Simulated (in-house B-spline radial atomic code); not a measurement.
# Sc⁶⁺: a test of the box radius

How far can the box radius be changed before the Sc⁶⁺ run goes wrong?

Method: non-relativistic BP86, spherical fractional occupations, point nucleus, basis-set limit. Code: in-house B-spline radial atomic code version 1.

## Step 1: The atom as given

```
element       : scandium (Z = 21)
charge        : +6
electrons     : 15
configuration : [Ne] 3s2 3p3
Hamiltonian   : non-relativistic
nucleus       : point
```

The outer shells:

[Ne] 3s2 3p3
```
[Ne] core
3s [↑↓]
3p [↑ ][↑ ][↑ ]
```

The boxes only draw the filling; these runs are spin-restricted and spherical.

A run counts as converged when the orbital gradient is under the tolerance times 21 hartree (or under the basis's noise floor) and the energy moved by less than 1e-8 hartree times the root of its size. Energy differences under 2e-06 hartree are noise.

## Step 2: Reference run with standard settings

Settings, as recorded:

```ini
Z = 21
electrons = 15.0
configuration = [Ne] 3s2 3p3
hamiltonian = nr
method = b88,p86
spin_polarised = False
knot_spacing = 0.22
spline_order = 8
gauss_points = 12
box_radius = 8.96
max_iterations = 70
damping = 0.5
damped_steps = 3
diis_vectors = 10
tolerance = 1e-08
start = Thomas-Fermi
```

Launch:

```console
python run_scf.py task.json out
```

One command runs all members of the session, one after another, from task.json.

## Step 3: Box radius 0.36

The settings differ from step 2 so:

```diff
@@ -9,3 +9,3 @@
 gauss_points = 12
-box_radius = 8.96
+box_radius = 0.36
 max_iterations = 70
```

## Step 4: Box radius 0.54

The settings differ from step 3 so:

```diff
@@ -9,3 +9,3 @@
 gauss_points = 12
-box_radius = 0.36
+box_radius = 0.54
 max_iterations = 70
```

## Step 5: Box radius 0.9

The settings differ from step 4 so:

```diff
@@ -9,3 +9,3 @@
 gauss_points = 12
-box_radius = 0.54
+box_radius = 0.9
 max_iterations = 70
```

## Step 6: Box radius 1.34

The settings differ from step 5 so:

```diff
@@ -9,3 +9,3 @@
 gauss_points = 12
-box_radius = 0.9
+box_radius = 1.34
 max_iterations = 70
```

## Step 7: Box radius 1.79

The settings differ from step 6 so:

```diff
@@ -9,3 +9,3 @@
 gauss_points = 12
-box_radius = 1.34
+box_radius = 1.79
 max_iterations = 70
```

## Step 8: Box radius 2.69

The settings differ from step 7 so:

```diff
@@ -9,3 +9,3 @@
 gauss_points = 12
-box_radius = 1.79
+box_radius = 2.69
 max_iterations = 70
```

## Step 9: Box radius 4.48

The settings differ from step 8 so:

```diff
@@ -9,3 +9,3 @@
 gauss_points = 12
-box_radius = 2.69
+box_radius = 4.48
 max_iterations = 70
```

## Step 10: Box radius 17.92

The settings differ from step 9 so:

```diff
@@ -9,3 +9,3 @@
 gauss_points = 12
-box_radius = 4.48
+box_radius = 17.92
 max_iterations = 70
```

## Step 11: Box radius 35.84

The settings differ from step 10 so:

```diff
@@ -9,3 +9,3 @@
 gauss_points = 12
-box_radius = 17.92
+box_radius = 35.84
 max_iterations = 70
```

Which of these runs converge to the reference energy, which miss it and by about how much, and which fail?

**Answer**, as computed:

| run | outcome | iterations | energy less the reference (hartree) |
| --- | --- | --- | --- |
| reference | converged | 8 | 0 |
| box radius 0.36 | converged | 7 | +1.03e+03 |
| box radius 0.54 | converged | 7 | +308 |
| box radius 0.9 | converged | 7 | +50.6 |
| box radius 1.34 | converged | 8 | +8.34 |
| box radius 1.79 | converged | 8 | +1.43 |
| box radius 2.69 | converged | 8 | +0.0313 |
| box radius 4.48 | converged | 8 | +4.84e-06 |
| box radius 17.92 | converged | 8 | below noise |
| box radius 35.84 | converged | 8 | below noise |

**Reading.** Of 9 changed inputs, 3 gave the reference energy within 1e-05 hartree and 6 converged to another value. The worst converged miss is +1.03e+03 hartree (box radius 0.36): so small a box squeezes the electrons and raises the energy.
